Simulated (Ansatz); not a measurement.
**PBE/def2-SVP run of GeSiH5Cl (SMILES [SiH3][GeH2][Cl])**

What is the electronic atomisation energy of GeSiH5Cl at PBE/def2-SVP? 

The calculation is run with Ansatz 0.2.0.

57 further runs of the same task are left out: 57 set aside as unsound or not needed.

### Step 1. The structure to begin with

GeSiH5Cl: 8 atoms, total charge 0, spin state singlet. SMILES: `[SiH3][GeH2][Cl]`. Geometry: relaxed at PBE0-D4/def2-TZVP.

Bond lengths: Si1–Ge2 2.380 Å, Ge2–Cl3 2.169 Å, Si1–H4 1.487 Å, Si1–H5 1.484 Å, Si1–H6 1.484 Å, Ge2–H7 1.537 Å, Ge2–H8 1.537 Å. Some angles: Si1–Ge2–Cl3 106.5°, Si1–Ge2–H7 114.0°, Si1–Ge2–H8 114.0°, Cl3–Ge2–H7 106.1°, Cl3–Ge2–H8 106.1°, Ge2–Si1–H4 109.5°, Ge2–Si1–H5 108.9°, Ge2–Si1–H6 108.9°, H7–Ge2–H8 109.6°, H4–Si1–H5 109.7°.

### Step 2. A single-point energy at PBE/def2-SVP

File in.yaml:

```yaml
crystal:
  periodic: [false, false, false]
  atoms:
    - {symbol: Si, position_ang: [-0.863600, 0.827300, -0.302500]}
    - {symbol: Ge, position_ang: [0.738300, -0.882000, 0.118400]}
    - {symbol: Cl, position_ang: [1.963100, -0.183700, 1.766200]}
    - {symbol: H, position_ang: [-1.744900, 0.416200, -1.427300]}
    - {symbol: H, position_ang: [-0.149800, 2.078700, -0.658900]}
    - {symbol: H, position_ang: [-1.678500, 1.035600, 0.920200]}
    - {symbol: H, position_ang: [1.703100, -1.135200, -1.051200]}
    - {symbol: H, position_ang: [0.124600, -2.213900, 0.579200]}
basis:
  gaussian:
    orbitals: def2-SVP
output: {orbitals: {seedname: orbitals}}
accuracy: high
hamiltonian:
  xc: {name: PBE}
```

The run is started by

```
$ ansatz run in.yaml --threads 1 --pin off --max-ram 3480MiB --events-out events.jsonl --progress --plain --runs-dir runs
```

Output:

```text
Warning: RAYON_NUM_THREADS=1 ignored (pool sized by the plan → 1); use --threads N
Functional definition: PBE
  name "PBE"
  parameter kappa = 0.804
  parameter beta = 0.06672455060314922
  exchange = pbe_x(kappa = kappa, mu = beta*pi^2/3)
  correlation = pbe_c(beta = beta)
1916 factors; integrals over basis functions are off by at most 4.8e-9 eV
mean field evaluation 1: about -76968.0231 eV, gradient 2.4e1 eV
mean field evaluation 2: about -76968.2325 eV, gradient 2.7e1 eV
mean field evaluation 4: about -76969.1565 eV, gradient 1.2e0 eV
mean field evaluation 8: about -76969.1563 eV, gradient 1.5e-2 eV
mean field evaluation 16: about -76969.1563 eV, gradient 1.5e-6 eV
mean field -76969.15632989 eV, -2828.5643235555 hartree, gradient 7.1e-8 eV, S^2 0.000000; 0 other end points of the search recorded, 0 dependent functions left out
reference -76969.15633331 eV, -2828.5643236813 hartree; 34, 34 occupied and 59, 59 virtual orbitals, 1916 factors
Total energy: -76969.15633331 eV, -2828.5643236813 hartree
```

Wall time 3 s (1 thread of AMD EPYC 9R45 (Zen 5), shared host); peak memory 0.24 GiB.

### Step 3. The Cl atom

File input.yaml:

```yaml
crystal:
  periodic: [false, false, false]
  atoms:
    - {symbol: Cl, position_ang: [0.000000, 0.000000, 0.000000]}
basis:
  gaussian: {orbitals: def2-SVP}
magnetization: {spin_polarized: true, initial_magnetization: 1}
hamiltonian: {xc: pbe}
accuracy: high
```

Run the same way, it converges to -459.79702 Eh (log not shown).

### Step 4. The Ge atom, same level

File molecule.yaml:

```yaml
crystal:
  periodic: [false, false, false]
  atoms:
    - {symbol: Ge, position_ang: [0.000000, 0.000000, 0.000000]}
basis:
  gaussian:
    orbitals: def2-SVP
total_charge: 0
magnetization:
  spin_polarized: true
  initial_magnetization: 2
hamiltonian:
  xc: pbe
accuracy: high
```

Run the same way, it converges to -2076.34106 Eh (log not shown).

### Step 5. The H atom at the same level

File molecule.yaml:

```yaml
crystal:
  periodic: [false, false, false]
  atoms:
    - symbol: H
      position_ang: [0.000000, 0.000000, 0.000000]
basis:
  gaussian:
    orbitals: def2-SVP
magnetization:
  spin_polarized: true
  initial_magnetization: 1
accuracy: high
hamiltonian:
  xc: {name: PBE}
```

Run the same way, it converges to -0.49863 Eh (log not shown).

### Step 6. The Si atom

File run.yaml:

```yaml
crystal:
  periodic: [false, false, false]
  atoms:
    - {symbol: Si, position_ang: [0.000000, 0.000000, 0.000000]}
basis:
  gaussian: {orbitals: def2-SVP}
total_charge: 0
magnetization: {spin_polarized: true, initial_magnetization: 2}
hamiltonian: {xc: {name: PBE}}
accuracy: high
```

Run the same way, it converges to -289.12416 Eh (log not shown).

### Step 7. What came out

At PBE/def2-SVP:

| quantity | value |
| --- | --- |
| molecule: total energy | -2828.56432 Eh |
| molecule: HOMO energy | -6.78 eV |
| molecule: LUMO energy | -1.31 eV |
| molecule: HOMO–LUMO gap | 5.47 eV |
| Cl atom: total energy | -459.79702 Eh |
| Cl atom: ⟨S²⟩ | 0.752 |
| Ge atom: total energy | -2076.34106 Eh |
| Ge atom: ⟨S²⟩ | 2.002 |
| H atom: total energy | -0.49863 Eh |
| H atom: ⟨S²⟩ | 0.750 |
| Si atom: total energy | -289.12416 Eh |
| Si atom: ⟨S²⟩ | 2.003 |
| electronic atomisation energy | 22.012 eV |

**Reading.** Taking the molecule apart into free atoms costs 22.01 eV (508 kcal/mol), before zero-point energy and without spin-orbit coupling.
